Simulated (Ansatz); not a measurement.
Input of an Ansatz 0.2.0 run:

File input.yaml:

```yaml
crystal:
  lattice:
    - [3.569767, -2.99478, 0.0]
    - [3.569767, 2.99478, 0.0]
    - [0.0, 0.0, 9.462652]
  atoms:
    - { symbol: Se, position: [0.212422, 0.787578, 0.879385] }
    - { symbol: Se, position: [0.787578, 0.212422, 0.120615] }
    - { symbol: Se, position: [0.287578, 0.712422, 0.379385] }
    - { symbol: Se, position: [0.712422, 0.287578, 0.620615] }
    - { symbol: C, position: [0.0, 0.0, 0.0] }
    - { symbol: C, position: [0.5, 0.5, 0.5] }
hamiltonian:
  xc: pbe
  pseudopotentials: { kind: paw }
kpoints:
  mp_grid: { grid: [5, 5, 3] }
scf:
  occupations: { method: fermi_dirac, width: 0.05 }
output:
  forces: true
  stress: true
  eigenvalues: true
relax:
  f_tol: 0.01
  max_steps: 40
  cell: { stress_tol: 0.05, p_target: 20.0 }
```

Potentials or basis: Ansatz PAW.

Launch:

```console
$ ansatz run input.yaml --threads 2 --pin off --max-ram 5632MiB --backend cpu --events-out ev --progress --plain --runs-dir out
```

Question: Predict the band gap on the k mesh.

Answer: None (metal or under the smearing width).

Question: Predict the space group after relaxing (to 0.05 Å).

Answer: Cmce (No. 64).

Step by step:
```
step  energy change (eV)  largest force (eV/Å)  volume (Å³)
   1              0.0000                0.1712       202.32
   2              0.1087                0.5680       176.10
   3              0.3737                0.9833       153.24
   4              0.8017                0.8326       133.90
   5              1.4820                0.7085       117.92
   6              2.3591                0.5613       105.23
   7              3.3153                0.3735        95.60
   8              3.4268                0.1533        94.57
   9              3.4410                0.0683        94.44
  10              3.4245                0.0126        94.56
  11              3.4126                0.0075        94.65
  12              3.4153                0.0001        94.63
  13              3.4254                0.0012        94.63
  14              3.4424                0.0025        94.49
  15              3.4425                0.0025        94.49
```

Caveat: the volume moved by over 15 % at a fixed basis, so the end points are rough; the plane-wave basis is chosen anew once the cell has moved, so the energies of steps on either side of that aren't comparable.
